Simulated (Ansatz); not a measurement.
# CH7ClO5W: small, medium and large basis sets

Aim: see how fast density functionals converge with the basis set for CH7ClO5W.

Program: Ansatz 0.2.0, Gaussian basis. Level of theory: one geometry, several basis sets. These are calculated values, not measurements.

Plan: PBE0-D4/def2-SVP; ωB97M-V/def2-SVP; PBE0-D4/def2-QZVPP; ωB97M-V/def2-QZVPP; the functionals' def2-TZVPP values are taken from earlier runs.

## 1. The geometry

All runs share one geometry, relaxed beforehand with PBE0-D4/def2-TZVP. W takes the def2 core potential; no spin-orbit term is included.

SMILES `C[O][W]([OH])([OH])([OH])([OH])[Cl]`, 15 atoms, charge 0, spin multiplicity 1.

Atoms are counted from 1 here; the program's logs count them from 0.

Bond lengths: C1–O2 1.395 Å, C1–H9 1.095 Å, C1–H10 1.092 Å, C1–H11 1.094 Å, O2–W3 1.856 Å, W3–O4 1.900 Å, W3–O5 1.877 Å, W3–O6 1.912 Å, W3–O7 1.893 Å, W3–Cl8 2.426 Å, O4–H12 0.962 Å, O5–H13 0.961 Å, O6–H14 0.962 Å, O7–H15 0.962 Å. Angles: O2–C1–H9 109.1°, O2–C1–H10 109.5°, O2–C1–H11 109.0°, H9–C1–H10 110.0°, H9–C1–H11 109.0°, H10–C1–H11 110.1°, C1–O2–W3 140.1°, O2–W3–O4 103.4°, O2–W3–O5 90.8°, O2–W3–O6 165.8°, O2–W3–O7 85.9°, O2–W3–Cl8 85.4°, O4–W3–O5 89.3°, O4–W3–O6 89.8°, O4–W3–O7 164.5°, O4–W3–Cl8 81.2°, O5–W3–O6 94.6°, O5–W3–O7 103.1° and more.

## 2. PBE0-D4 in def2-SVP

File in.yaml:

```yaml
crystal:
  periodic: [false, false, false]
  atoms:
    - {symbol: C, position_ang: [-1.088477, -2.075947, 0.358579]}
    - {symbol: O, position_ang: [-0.903066, -0.835601, -0.252319]}
    - {symbol: W, position_ang: [0.200301, 0.653439, -0.145267]}
    - {symbol: O, position_ang: [0.805730, 0.883435, -1.931865]}
    - {symbol: O, position_ang: [-1.248733, 1.786803, -0.516111]}
    - {symbol: O, position_ang: [1.358443, 2.065240, 0.422304]}
    - {symbol: O, position_ang: [0.097011, 0.424949, 1.730552]}
    - {symbol: Cl, position_ang: [2.025998, -0.944239, -0.128587]}
    - {symbol: H, position_ang: [-1.134338, -1.938329, 1.443459]}
    - {symbol: H, position_ang: [-2.016717, -2.524100, -0.001407]}
    - {symbol: H, position_ang: [-0.239605, -2.722616, 0.116876]}
    - {symbol: H, position_ang: [1.595912, 0.412436, -2.212741]}
    - {symbol: H, position_ang: [-2.079651, 1.478770, -0.886732]}
    - {symbol: H, position_ang: [1.857084, 2.498513, -0.276939]}
    - {symbol: H, position_ang: [0.770108, 0.837238, 2.280197]}
basis:
  gaussian: {orbitals: def2-SVP}
hamiltonian: {xc: pbe0, dispersion: d4}
output: {orbitals: {seedname: orbitals}}
```

Command:

```console
$ ansatz run in.yaml --threads 2 --pin off --events-out ev --progress --plain --max-ram 32768MiB --backend cpu
```

The runs that follow: ωB97M-V in def2-SVP; PBE0-D4 in def2-QZVPP; ωB97M-V in def2-QZVPP.

Q: Predict the results of all the runs planned. Wanted: PBE0-D4: double and triple zeta above quadruple; ωB97M-V: double and triple zeta above quadruple.

As calculated:

```
                                       quantity           value
PBE0-D4: double and triple zeta above quadruple  19.94, 1.02 eV
ωB97M-V: double and triple zeta above quadruple  20.26, 0.98 eV
```

For PBE0-D4 the step from double to triple zeta gains 18.91 eV and the next only 1.02 eV. These are total energies; as a rule much of such shifts cancels in differences, which this series doesn't test.
